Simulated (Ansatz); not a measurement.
# SnSe2: the cost of one run

Program: Ansatz 0.2.0. Level of theory: DFT r2SCAN, scalar-relativistic, plane waves, PAW. These are calculated values, not measurements.

## (1) The system as given

It takes space group P-3m1 (No. 164, trigonal). Conventional cell: a = 3.872 Å, b = 3.872 Å, c = 6.988 Å, α = 90.00°, β = 90.00°, γ = 120.00°. Sn (site symmetry -3m) is surrounded by 6 Se at 2.75 Å. Se (site symmetry 3m) has 3 Sn at 2.75 Å as nearest neighbours.

Coordinates:

```cif
data_structure
_symmetry_space_group_name_H-M 'P-3m1'
_symmetry_Int_Tables_number 164
_cell_length_a 3.8717
_cell_length_b 3.8717
_cell_length_c 6.9881
_cell_angle_alpha 90.000
_cell_angle_beta 90.000
_cell_angle_gamma 120.000
_cell_volume 90.72
loop_
_atom_site_label
_atom_site_type_symbol
_atom_site_symmetry_multiplicity
_atom_site_Wyckoff_symbol
_atom_site_fract_x
_atom_site_fract_y
_atom_site_fract_z
_atom_site_occupancy
Sn1 Sn 1 a 0.00000 0.00000 0.00000 1
Se1 Se 2 d 0.33333 0.66667 0.22815 1
```

It is the end of an earlier relaxation with the same method, from a generated guess; it is a trial structure. At a tolerance of 0.02 Å it has space group P-3m1 (No. 164); it has 30.24 Å³/atom, an uncorrected energy of -0.34 eV/atom over the elements and, on its mesh, gap 0.70 eV.

## (2) The same geometry with r2SCAN

Contents of input.yaml:

```yaml
crystal:
  lattice:
    - [3.8717475262, 0.0, 0.0]
    - [-1.9358737631, 3.3530317148, 0.0]
    - [0.0, 0.0, 6.988075611]
  atoms:
    - { symbol: Sn, position: [0.0, 0.0, 0.0] }
    - { symbol: Se, position: [0.3333333333, 0.6666666667, 0.2281475578] }
    - { symbol: Se, position: [0.6666666667, 0.3333333333, 0.7718524422] }
basis:
  ecutwfc: 500
kpoints:
  mp_grid: { grid: [12, 12, 4] }
  band_path:
    path:
      - [[0.0, 0.0, 0.0], [0.5, 0.0, 0.0], [0.33333333, 0.33333333, 0.0], [0.0, 0.0, 0.0], [0.0, 0.0, 0.5], [0.5, 0.0, 0.5], [0.33333333, 0.33333333, 0.5], [0.0, 0.0, 0.5]]
      - [[0.5, 0.0, 0.5], [0.5, 0.0, 0.0]]
      - [[0.33333333, 0.33333333, 0.5], [0.33333333, 0.33333333, 0.0]]
    npoints: 14
hamiltonian:
  xc: r2scan
scf:
  occupations: { method: gaussian, width: 0.02 }
  n_extra_bands: 7
output:
  forces: true
  stress: true
  eigenvalues: true
  populations: true
  dos: { projected: true, de: 0.02, nscf_kmesh: { grid: [18, 18, 6] } }
  bader: true
  write_density: true
  write_potential: true
  elf: true
  volumetric_format: npy
```

The run is started by

```bash
$ ansatz run input.yaml --threads 1 --pin off --max-ram 2560MiB --backend cpu --events-out ev --progress --plain --runs-dir out
```

**Question.** How long does this run take on 1 thread of Arm Neoverse V2, shared host, and how much memory does it need?

About 83 s, with a peak of 0.76 GiB.
